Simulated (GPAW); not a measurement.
# Tl3Cu (Pm-3m) in GPAW: reference runs

Aim: a first look at Tl3Cu with PBE, on the cell as given and on a disturbed one.

All numbers are computed with GPAW 26.7.0; they aren't measurements. Logs are shortened: lines on timing, memory, paths and dates and some standing lists are left out, and cuts for length are marked. The log counts tension as positive stress, the text compression.

**1. Starting point**

Symmetry: Pm-3m, No. 221, cubic system. Conventional cell: a = 4.717 Å, b = 4.717 Å, c = 4.717 Å, α = 90.00°, β = 90.00°, γ = 90.00°. Around Tl (site symmetry 4/mmm) lie 8 Tl at 3.34 Å and 4 Cu at 3.34 Å. Cu (site symmetry m-3m) is surrounded by 12 Tl at 3.34 Å.

The cell comes from a database or a generator and needn't be the stable form of this composition.

**2. Single point, PBE**

run.py

```python
from ase import Atoms
from ase.dft.bandgap import bandgap
from ase.io import write
from ase.units import GPa
from gpaw import GPAW, PW

atoms = Atoms(['Tl', 'Tl', 'Tl', 'Cu'],
              cell=[[4.716998, 0.0, 0.0],
                    [0.0, 4.716998, 0.0],
                    [0.0, 0.0, 4.716998]],
              scaled_positions=[[0.5, 0.5, 0.0],
                                [0.5, 0.0, 0.5],
                                [0.0, 0.5, 0.5],
                                [0.0, 0.0, 0.0]],
              pbc=True)

calc = GPAW(mode=PW(600),
            xc='PBE',
            kpts={'size': (6, 6, 6), 'gamma': True},
            occupations={'name': 'fermi-dirac', 'width': 0.05},
            nbands=41,
            convergence={'density': 1e-05, 'energy': 1e-05},
            maxiter=150,
            txt='gpaw.txt')
atoms.calc = calc
energy = atoms.get_potential_energy()
forces = atoms.get_forces()
stress = atoms.get_stress()
calc.write('gs.gpw')
write('result.traj', atoms)
print(f'Energy: {energy:.6f} eV')
print('Forces (eV/A):')
print(forces.round(4))
print('Stress (GPa):', (stress / GPa).round(3))
print('Fermi level:', round(calc.get_fermi_level(), 4), 'eV')
print(f'Gap: {bandgap(calc)[0]:.4f} eV, direct: {bandgap(calc, direct=True)[0]:.4f} eV')
```

Potentials or basis: GPAW PAW data sets (gpaw-data 1.2.1), pw.

Run with:

```
> OMP_NUM_THREADS=1 python run.py
```

gpaw.txt:

```text
__  _  _
 | _ |_)|_||  |
 |__||  | ||/\| - 26.7.0

Input parameters:
  mode=PW(ecut=600.0),
  convergence={'density': 1e-05, 'energy': 1e-05},
  kpts=MonkhorstPack(size=(6, 6, 6), gamma=True),
  maxiter=150,
  nbands=41,
  occupations=Occupations(name='fermi-dirac', width=0.05),
  xc=XC(name='PBE')

Diagonalizing LCAO Hamiltonian
Converting LCAO to pw mode
    .-----------.
   /|           |
  / |           |
 *  |           |
 |  |           |
 | Tl           |
 |  .--Tl-------.
 | /     Tl    /
 |/           /
 Cu----------*

Atoms  # Å, Bohr magnetons
|   | symbol |        x |        y |        z |    initial magnetic moments |
|---|--------|----------|----------|----------|-----------------------------|
| 0 |     Tl | 2.358499 | 2.358499 | 0.000000 | ( 0.0000,  0.0000,  0.0000) |
| 1 |     Tl | 2.358499 | 0.000000 | 2.358499 | ( 0.0000,  0.0000,  0.0000) |
| 2 |     Tl | 0.000000 | 2.358499 | 2.358499 | ( 0.0000,  0.0000,  0.0000) |
| 3 |     Cu | 0.000000 | 0.000000 | 0.000000 | ( 0.0000,  0.0000,  0.0000) |

Unit cell  # Å
| periodic |        x |        y |        z |  lengths |    angles |
|----------|----------|----------|----------|----------|-----------|
|      yes | 4.716998 | 0.000000 | 0.000000 | 4.716998 | 90.000000 |
|      yes | 0.000000 | 4.716998 | 0.000000 | 4.716998 | 90.000000 |
|      yes | 0.000000 | 0.000000 | 4.716998 | 4.716998 | 90.000000 |

Number of symmetries: 48
Symmetry operations  # r_c * U_cc + t_c -> r_c
|    | kind |            matrix            |
|----|------|------------------------------|
|  0 |  E   |  1, 0, 0,  0, 1, 0,  0, 0, 1 |
|  1 |  σ   |  1, 0, 0,  0, 1, 0,  0, 0,-1 |
|  2 |  σ   |  1, 0, 0,  0, 0, 1,  0, 1, 0 |
|  3 |  C4  |  1, 0, 0,  0, 0, 1,  0,-1, 0 |
|  4 |  C4  |  1, 0, 0,  0, 0,-1,  0, 1, 0 |
|  5 |  σ   |  1, 0, 0,  0, 0,-1,  0,-1, 0 |
|  6 |  σ   |  1, 0, 0,  0,-1, 0,  0, 0, 1 |
|  7 |  C2  |  1, 0, 0,  0,-1, 0,  0, 0,-1 |
|  8 |  σ   |  0, 1, 0,  1, 0, 0,  0, 0, 1 |
|  9 |  C2  |  0, 1, 0,  1, 0, 0,  0, 0,-1 |
| 10 |  C3  |  0, 1, 0,  0, 0, 1,  1, 0, 0 |
| 11 |  S6  |  0, 1, 0,  0, 0, 1, -1, 0, 0 |
| 12 |  S6  |  0, 1, 0,  0, 0,-1,  1, 0, 0 |
| 13 |  C3  |  0, 1, 0,  0, 0,-1, -1, 0, 0 |
| 14 |  C4  |  0, 1, 0, -1, 0, 0,  0, 0, 1 |
| 15 |  S4  |  0, 1, 0, -1, 0, 0,  0, 0,-1 |
| 16 |  C3  |  0, 0, 1,  1, 0, 0,  0, 1, 0 |
| 17 |  S6  |  0, 0, 1,  1, 0, 0,  0,-1, 0 |
| 18 |  σ   |  0, 0, 1,  0, 1, 0,  1, 0, 0 |
| 19 |  C4  |  0, 0, 1,  0, 1, 0, -1, 0, 0 |
| 20 |  C2  |  0, 0, 1,  0,-1, 0,  1, 0, 0 |
| 21 |  S4  |  0, 0, 1,  0,-1, 0, -1, 0, 0 |
| 22 |  S6  |  0, 0, 1, -1, 0, 0,  0, 1, 0 |
| 23 |  C3  |  0, 0, 1, -1, 0, 0,  0,-1, 0 |
| 24 |  S6  |  0, 0,-1,  1, 0, 0,  0, 1, 0 |
| 25 |  C3  |  0, 0,-1,  1, 0, 0,  0,-1, 0 |
| 26 |  C4  |  0, 0,-1,  0, 1, 0,  1, 0, 0 |
| 27 |  σ   |  0, 0,-1,  0, 1, 0, -1, 0, 0 |
| 28 |  S4  |  0, 0,-1,  0,-1, 0,  1, 0, 0 |
| 29 |  C2  |  0, 0,-1,  0,-1, 0, -1, 0, 0 |
| 30 |  C3  |  0, 0,-1, -1, 0, 0,  0, 1, 0 |
| 31 |  S6  |  0, 0,-1, -1, 0, 0,  0,-1, 0 |
| 32 |  C4  |  0,-1, 0,  1, 0, 0,  0, 0, 1 |
| 33 |  S4  |  0,-1, 0,  1, 0, 0,  0, 0,-1 |
| 34 |  S6  |  0,-1, 0,  0, 0, 1,  1, 0, 0 |
| 35 |  C3  |  0,-1, 0,  0, 0, 1, -1, 0, 0 |
| 36 |  C3  |  0,-1, 0,  0, 0,-1,  1, 0, 0 |
| 37 |  S6  |  0,-1, 0,  0, 0,-1, -1, 0, 0 |
| 38 |  σ   |  0,-1, 0, -1, 0, 0,  0, 0, 1 |
| 39 |  C2  |  0,-1, 0, -1, 0, 0,  0, 0,-1 |
| 40 |  σ   | -1, 0, 0,  0, 1, 0,  0, 0, 1 |
| 41 |  C2  | -1, 0, 0,  0, 1, 0,  0, 0,-1 |
| 42 |  C2  | -1, 0, 0,  0, 0, 1,  0, 1, 0 |
| 43 |  S4  | -1, 0, 0,  0, 0, 1,  0,-1, 0 |
| 44 |  S4  | -1, 0, 0,  0, 0,-1,  0, 1, 0 |
| 45 |  C2  | -1, 0, 0,  0, 0,-1,  0,-1, 0 |
| 46 |  C2  | -1, 0, 0,  0,-1, 0,  0, 0, 1 |
| 47 |  i   | -1, 0, 0,  0,-1, 0,  0, 0,-1 |

BZ-sampling:
  Number of BZ points: 216
  Number of IBZ points: 20

  Monkhorst-Pack size: [6, 6, 6]
  Monkhorst-Pack shift: [0.08333333333333333, 0.08333333333333333, 0.08333333333333333]

K-points  # in reciprocal-cell coordinates
|     |                                coordinates |     weight |
|-----|--------------------------------------------|------------|
|   0 | (  0.00000000,   0.00000000,   0.00000000) | 0.00462963 |
|   1 | (  0.16666667,   0.00000000,   0.00000000) | 0.02777778 |
|   2 | (  0.16666667,   0.16666667,   0.00000000) | 0.05555556 |
|   3 | (  0.16666667,   0.16666667,   0.16666667) | 0.03703704 |
|   4 | (  0.33333333,   0.00000000,   0.00000000) | 0.02777778 |
|   5 | (  0.33333333,   0.16666667,   0.00000000) | 0.11111111 |
|   6 | (  0.33333333,   0.16666667,   0.16666667) | 0.11111111 |
|   7 | (  0.33333333,   0.33333333,   0.00000000) | 0.05555556 |
|   8 | (  0.33333333,   0.33333333,   0.16666667) | 0.11111111 |
|   9 | (  0.33333333,   0.33333333,   0.33333333) | 0.03703704 |
| ... |                                            |            |
|  19 | (  0.50000000,   0.50000000,   0.50000000) | 0.00462963 |

Plane wave coefficients: 3544
Cutoff: 600.0 eV

Spin-components: 1 (collinear spins)
Bands:           41
Projectors:      24
Spin-degeneracy: 2
Datatype:        complex128

Parallelization:
  kpt:    1
  domain: 1
  band:   1

Density:
  Valence electrons: 50.0
  Components: 1
  Grid points: [27 27 27]
  Charge: 0.0  # |e|

Potential:
  Grid points: [27 27 27]

species:
  Tl:
    name:    Thallium
    Z:       81.0
    valence: 13
    core:    68
    charge:  0.0  # [|e|]
    compensation charges:
      type: gauss
      rc: 0.38  # [Å]
      lmax: 2
    cutoffs:
      filter: 2.11  # [Å]
      core: 2.55  # [Å]
    projectors
    | kind |    occ | energy [eV] | rcut [Å] |
    |------|--------|-------------|----------|
    |   6s |  2.000 |      -9.493 |    1.212 |
    |   6p |  1.000 |      -2.379 |    1.270 |
    |   5d | 10.000 |     -15.517 |    1.191 |
    |    s |        |      17.718 |    1.212 |
    |    p |        |      24.832 |    1.270 |
    |    d |        |      11.695 |    1.191 |

    Using partial waves for Tl as LCAO basis

  Cu:
    name:    Copper
    Z:       29.0
    valence: 11
    core:    18
    charge:  0.0  # [|e|]
    compensation charges:
      type: gauss
      rc: 0.33  # [Å]
      lmax: 2
    cutoffs:
      filter: 2.06  # [Å]
      core: 2.43  # [Å]
    projectors
    | kind |    occ | energy [eV] | rcut [Å] |
    |------|--------|-------------|----------|
    |   4s |  1.000 |      -4.609 |    1.164 |
    |   4p |  0.000 |      -0.698 |    1.164 |
    |   3d | 10.000 |      -5.039 |    1.058 |
    |    s |        |      22.603 |    1.164 |
    |    p |        |      26.513 |    1.164 |
    |    d |        |      22.172 |    1.058 |

    Using partial waves for Cu as LCAO basis

Reference energy: -1695156.392656  # eV

eigensolver:
  PPCG
  Converge bands: occupied
  niter=2

density mixing:
  MSR1-Mixer
  Pratt-step length: 0.05
  Maximum mixing coefficient: 0.75
  Old densities: 10
  SVD Regularization: 0.005
  Good broyden scale: 1.0
  Trust region scale: 1.0
  Backstep threshold: 4.0
  History deletion threshold: 6.0
  Fourier metric: weight=20.0, sigma=0.015

occupation numbers:
  Fermi-Dirac:
    width: 0.0500  # eV

poisson solver:
  ecut: 4800.0  # eV

xc functional:
  name: PBE with 2 nearest neighbor stencil

convergence criteria:
- Maximum integral of absolute [dens]ity change: 1e-05 electrons / valence electron
- Maximum [total energy] change in last 3 cyles: 1e-05 eV / valence electron
- Maximum integral of absolute [eigenst]ate change: 4e-08 eV^2 / valence electron
maximum number of iterations: 150

SCF iterations
|iter     | |      energy | eigst |  dens |
|---------|-|-------------|-------|-------|
|iter:   1| |  -10.644918 | -0.07 |       |
|iter:   2| |  -10.377401 | -1.95 | -1.36 |
|iter:   3| |  -10.178898 | -2.27 | -1.48 |
|iter:   4| |  -10.118856 | -2.35 | -1.71 |
|iter:   5| |  -10.115270 | -3.49 | -2.10 |
|iter:   6| |  -10.115202 | -3.75 | -2.30 |
|iter:   7| |  -10.114857c| -4.94 | -3.14 |
|iter:   8| |  -10.114853c| -5.63 | -3.67 |
|iter:   9| |  -10.114858c| -6.69 | -4.21 |
|iter:  10| |  -10.114858c| -7.14 | -4.50 |
|iter:  11| |  -10.114858c| -7.98c| -5.13c|

Converged in 11 steps
Energy contributions relative to reference atoms: (reference = -1695156.392656)

Energy contributions:
  Kinetic:           4.939656
  Coulomb:          -5.969491
  Zero:              0.223345
  External:          0.000000
  Xc:               -9.299855
  Entropy:          -0.017027
  Spinorbit:         0.000000
  ----------------------------
  Free energy:     -10.123371
  Extrapolated:    -10.114858

dipole moment: (-29.605018, -29.605018, -29.605018)  # |e|*Ang

Fermi level: 6.638
Eigenvalues  # (at kpt = [0.000, 0.000, 0.000])
| band index |      eig [eV] | occ [0-2] |
|------------|---------------|-----------|
|          0 |        -5.401 |     2.000 |
|        ... |               |           |
|         18 |         4.584 |     2.000 |
|         19 |         4.584 |     2.000 |
|         20 |         4.584 |     2.000 |
|         21 |         4.907 |     2.000 |
|         22 |         4.907 |     2.000 |
|         23 |         5.247 |     2.000 |
[... 8 lines left out ...]
|         32 |        11.938 |     0.000 |
|         33 |        15.150 |     0.000 |
|        ... |               |           |
|         40 |        18.406 |     0.000 |

No gap
No difference between direct/indirect transitions

Forces  # eV/Ang
|        x |        y |       z |
|----------|----------|---------|
|  0.00000 |  0.00000 | 0.00000 |  # Tl   0
|  0.00000 |  0.00000 | 0.00000 |  # Tl   1
| -0.00000 |  0.00000 | 0.00000 |  # Tl   2
| -0.00000 | -0.00000 | 0.00000 |  # Cu   3

Stress tensor  # eV/Ang^3
|        x |        y |        z |
|----------|----------|----------|
| 0.001898 | 0.000000 | 0.000000 |
| 0.000000 | 0.001898 | 0.000000 |
| 0.000000 | 0.000000 | 0.001898 |

# Writing to gs.gpw (mode='')
```

It took 47 s on 1 thread of Arm Neoverse V2, shared host; peak memory 0.22 GiB.

Results:

```yaml
Free_energy: -10.1234 eV
Pressure: -0.3 GPa
Band_gap_on_the_k_mesh: none (metal or under the smearing width)
```

Caveat: with this Cu data set, volumes or pressures lay over 1.5 % or 2 GPa off other programs in two to four cells of ten.

**3. Single point, PBE (atoms moved at random, drawn with an rms of 0.05 Å)**

run.py, as its differences from that of step 2:

```diff
@@ -1,4 +1,3 @@
-from ase import Atoms
 from ase.dft.bandgap import bandgap
-from ase.io import write
+from ase.io import read, write
 from ase.units import GPa
@@ -6,11 +5,3 @@
 
-atoms = Atoms(['Tl', 'Tl', 'Tl', 'Cu'],
-              cell=[[4.716998, 0.0, 0.0],
-                    [0.0, 4.716998, 0.0],
-                    [0.0, 0.0, 4.716998]],
-              scaled_positions=[[0.5, 0.5, 0.0],
-                                [0.5, 0.0, 0.5],
-                                [0.0, 0.5, 0.5],
-                                [0.0, 0.0, 0.0]],
-              pbc=True)
+atoms = read('Tl3Cu.xyz')
```

Tl3Cu.xyz

```xyz
4
Lattice="4.7169980000 0.0000000000 0.0000000000 0.0000000000 4.7169980000 0.0000000000 0.0000000000 0.0000000000 4.7169980000" Properties=species:S:1:pos:R:3 pbc="T T T"
Tl     2.2926497079      2.3320177732     -0.0051368108
Tl     2.2934185786     -0.0086887103      2.3444942329
Tl    -0.0231793282      2.3299139921      2.4045699195
Cu    -0.0130802355      0.0133868403      0.0305189771
```

Potentials or basis: GPAW PAW data sets (gpaw-data 1.2.1), pw.

Run with:

```
> OMP_NUM_THREADS=1 python run.py
```

gpaw.txt:

```text
__  _  _
 | _ |_)|_||  |
 |__||  | ||/\| - 26.7.0

Input parameters:
  mode=PW(ecut=600.0),
  convergence={'density': 1e-05, 'energy': 1e-05},
  kpts=MonkhorstPack(size=(6, 6, 6), gamma=True),
  maxiter=150,
  nbands=41,
  occupations=Occupations(name='fermi-dirac', width=0.05),
  xc=XC(name='PBE')

Diagonalizing LCAO Hamiltonian
Converting LCAO to pw mode
    .-----------.
   /|           |
  / |   Tl      |
 *  |     Tl    |
 |  |         Tl|
 |  |           |
 |  .-----------.
 | /           /
 |/           /
 *-----------Cu

Atoms  # Å, Bohr magnetons
|   | symbol |         x |         y |         z |    initial magnetic moments |
|---|--------|-----------|-----------|-----------|-----------------------------|
| 0 |     Tl |  2.292650 |  2.332018 | -0.005137 | ( 0.0000,  0.0000,  0.0000) |
| 1 |     Tl |  2.293419 | -0.008689 |  2.344494 | ( 0.0000,  0.0000,  0.0000) |
| 2 |     Tl | -0.023179 |  2.329914 |  2.404570 | ( 0.0000,  0.0000,  0.0000) |
[... 162 lines left out ...]
Converged in 11 steps
Energy contributions relative to reference atoms: (reference = -1695156.392656)

Energy contributions:
  Kinetic:           5.010974
  Coulomb:          -6.021507
  Zero:              0.223768
  External:          0.000000
  Xc:               -9.314065
  Entropy:          -0.017186
  Spinorbit:         0.000000
  ----------------------------
  Free energy:     -10.118016
  Extrapolated:    -10.109423

dipole moment: (28.915457, 9.385903, 9.692998)  # |e|*Ang

Fermi level: 6.638
Eigenvalues  # (at kpt = [0.000, 0.000, 0.000])
| band index |      eig [eV] | occ [0-2] |
|------------|---------------|-----------|
|          0 |        -5.404 |     2.000 |
|        ... |               |           |
|         18 |         4.578 |     2.000 |
|         19 |         4.578 |     2.000 |
|         20 |         4.580 |     2.000 |
|         21 |         4.896 |     2.000 |
|         22 |         4.904 |     2.000 |
|         23 |         5.248 |     2.000 |
[... 8 lines left out ...]
|         32 |        11.944 |     0.000 |
|         33 |        15.139 |     0.000 |
|        ... |               |           |
|         40 |        18.422 |     0.000 |

No gap
No difference between direct/indirect transitions

Forces  # eV/Ang
|        x |        y |        z |
|----------|----------|----------|
|  0.07766 |  0.03285 |  0.07407 |  # Tl   0
|  0.07627 | -0.07284 | -0.01278 |  # Tl   1
| -0.15819 |  0.03481 | -0.06698 |  # Tl   2
|  0.00435 |  0.00527 |  0.00555 |  # Cu   3

Stress tensor  # eV/Ang^3
|         x |        y |         z |
|-----------|----------|-----------|
|  0.001598 | 0.000045 | -0.000190 |
|  0.000045 | 0.001716 |  0.000014 |
| -0.000190 | 0.000014 |  0.001640 |

# Writing to gs.gpw (mode='')
```

stdout:

```text
Energy: -10.109423 eV
Forces (eV/A):
[[ 0.0777  0.0329  0.0741]
 [ 0.0763 -0.0728 -0.0128]
 [-0.1582  0.0348 -0.067 ]
 [ 0.0043  0.0053  0.0056]]
Stress (GPa): [ 0.256  0.275  0.263  0.002 -0.03   0.007]
Fermi level: 6.6383 eV
Gap: 0.0000 eV, direct: 0.0000 eV
```

Wall time 4.1 min (1 thread of Arm Neoverse V2, shared host); peak memory 0.51 GiB.

Results:

```
Free energy            : -10.1180 eV
Pressure               : -0.3 GPa
Largest force          : 0.175 eV/Å
Band gap on the k mesh : none (metal or under the smearing width)
```

Forces in eV/Å, atoms in the order of the input:
```
Tl   0.078  0.033  0.074
Tl   0.076 -0.073 -0.013
Tl  -0.158  0.035 -0.067
Cu   0.004  0.005  0.006
```

Caveat: with this Cu data set, volumes or pressures lay over 1.5 % or 2 GPa off other programs in two to four cells of ten. Spin-orbit coupling is left out, which matters for the levels of Tl.
